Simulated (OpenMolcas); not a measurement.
# W⁵⁺ with 3 ligands (ammonia): CASSCF and CASPT2 levels and susceptibility

Which state of W⁵⁺ lies lowest among these ligands, how large is the field, and what χT follows?

The numbers are computed with OpenMolcas 26.06 (state-averaged CASSCF and CASPT2, spin-orbit coupling by RASSI with atomic mean-field integrals), except any that are marked as measured or tabulated.

**1. What is computed**

| Item | Value |
| --- | --- |
| Species | W⁵⁺ (tungsten, Z = 74, 69 electrons) |
| Basis | ANO-RCC-VTZP [8s7p5d3f2g1h], 191 functions with the ligands |
| Scalar Hamiltonian | DKH2, point nucleus |
| Inactive shells | 1s 2s 2p 3s 3p 3d 4s 4p 4d 4f 5s 5p of the metal, and all ligand shells |
| Active space | 1 electron in 5 orbitals (5d) |
| Some configurations of this space | 5d |
| Orbitals | optimised for each spin and parity, averaged over all roots |

The outer shells:

5d
```
5d [↑ ][  ][  ][  ][  ]
```

W⁵⁺ is taken with 3 ligands (ammonia) in trigonal planar coordination (C3h) at 1.91 Å. Ligand basis ANO-RCC-VDZP. The distances are assumed, not relaxed.

```xyz
13

W     0.0000    0.0000    0.0000
N     1.9100    0.0000    0.0000
H     2.2921    0.9457    0.0000
H     2.2921   -0.4729    0.8190
H     2.2921   -0.4729   -0.8190
N    -0.9550    1.6541    0.0000
H    -1.9651    1.5122    0.0000
H    -0.7365    2.2214   -0.8190
H    -0.7365    2.2214    0.8190
N    -0.9550   -1.6541    0.0000
H    -0.3270   -2.4579    0.0000
H    -1.5556   -1.7486   -0.8190
H    -1.5556   -1.7486    0.8190
```

The work runs as a chain of OpenMolcas steps in one folder; each step below is one input file. Labels, J, g values, rates, χT and fits are worked out afterwards by a script from the matrices that RASSI stores.

**2. GATEWAY and SEWARD: basis and integrals**

File a.inp:

```
&GATEWAY
Coord
13

W 0.0 0.0 0.0
N 1.910000 0.000000 0.000000
H 2.292099 0.945728 0.000000
H 2.292099 -0.472864 0.819024
H 2.292099 -0.472864 -0.819024
N -0.955000 1.654109 0.000000
H -1.965073 1.512153 0.000000
H -0.736537 2.221448 -0.819024
H -0.736537 2.221448 0.819024
N -0.955000 -1.654109 0.000000
H -0.327025 -2.457880 0.000000
H -1.555561 -1.748584 -0.819024
H -1.555561 -1.748584 0.819024
Basis=W.ANO-RCC-VTZP,H.ANO-RCC-VDZP,N.ANO-RCC-VDZP
Group=NoSym
NoMove
AngMom=0.0 0.0 0.0
AMFI
RICD
&SEWARD
```

The run is started by

```console
$ OMP_NUM_THREADS=1 MOLCAS_MEM=2457 MOLCAS_PROJECT=a pymolcas a.inp > a.log
```

**3. Reference wave functions, doublets, 5 roots**

File a.inp:

```
&RASSCF
FileOrb=start.orb
Symmetry=1
Spin=2
nActEl=1 0 0
Inactive=49
Ras2=5
CIRoot=5 5 1
SDav=5
CIMx=300
Iter=150 100
PrWF=0.3
OrbListing=Nothing
MaxOrb=0
LevShft=1.0
>>> COPY $Project.JobIph JOB001
```

start.orb holds start orbitals that the driver prepared beforehand, or those of the step before.

**4. State interaction with spin-orbit coupling**

File a.inp:

```
&RASSI
NrOfJobIphs=1 5
1 2 3 4 5
IphNames
JOB001
EJob
SpinOrbit
DIPRint=1.0
SOCoupling=1000.0
Subsets=2
Property=9
'ANGMOM' 1 'ANGMOM' 2 'ANGMOM' 3 'MLTPL  1' 1 'MLTPL  1' 2 'MLTPL  1' 3
'AMFI' 1 'AMFI' 2 'AMFI' 3
SOProperty=3
'ANGMOM' 1 'ANGMOM' 2 'ANGMOM' 3
```

**5. CASPT2: IPEA 0.25, imaginary shift 0.1 (30 orbitals frozen, the lowest in energy)**

File a.inp:

```
>>> COPY JOB001 $Project.JobIph
&CASPT2
Multistate=5 1 2 3 4 5
NoMult
Frozen=30
IPEA=0.25
Imaginary=0.1
MaxIter=60
WThr=0.0 0.3 0.05
PrWF=0.5
NoMix
```

**6. CASPT2: IPEA 0.25, real shift 0.3 (30 orbitals frozen, the lowest in energy)**

Edit a.inp of step 5 so:

```diff
@@ -6,3 +6,3 @@
 IPEA=0.25
-Imaginary=0.1
+Shift=0.3
 MaxIter=60
```

(Steps that only read results are left out.)

Q: Predict the outcome of this session. Wanted: spin-free ground state; first state of the same spin within the active space; lowest level; next level.

**Answer**, as computed:

| quantity | value |
| --- | --- |
| method | SS-CASPT2, IPEA 0.25, imaginary shift 0.1 (30 orbitals frozen, the lowest in energy) |
| spin-free ground state | doublet, 1-fold in its orbital part |
| first state of the same spin within the active space | doublet at 561 cm⁻¹ |
| lowest level | 2-fold, g = 0.70, 0.91, 0.91 |
| next level | 4983.7 cm⁻¹ |
| χT at 300 K | 0.07 cm³ K/mol |
| effective moment at 300 K | 0.77 μB |

Cost by method:

```
                                                                                 method  time of its own steps  time with the reference
                                                                              A. CASSCF                   80 s                     80 s
B. SS-CASPT2, IPEA 0.25, imaginary shift 0.1 (30 orbitals frozen, the lowest in energy)                1.8 min                  3.1 min
     C. SS-CASPT2, IPEA 0.25, real shift 0.3 (30 orbitals frozen, the lowest in energy)                1.8 min                  3.2 min
```

Times are of one thread on a shared host.

**Reading.** The spin-free ground state (doublet) is 1-fold and keeps the highest spin of the shell. χT at 300 K is 0.07, against 0.38 cm³ K/mol for the spin alone, so orbital moment lowers it. The frozen orbitals are chosen by energy, so an outer shell of the metal can be frozen while a deeper shell elsewhere is correlated. The bonds are covalent and no ligand orbital is active, so the numbers are rough.
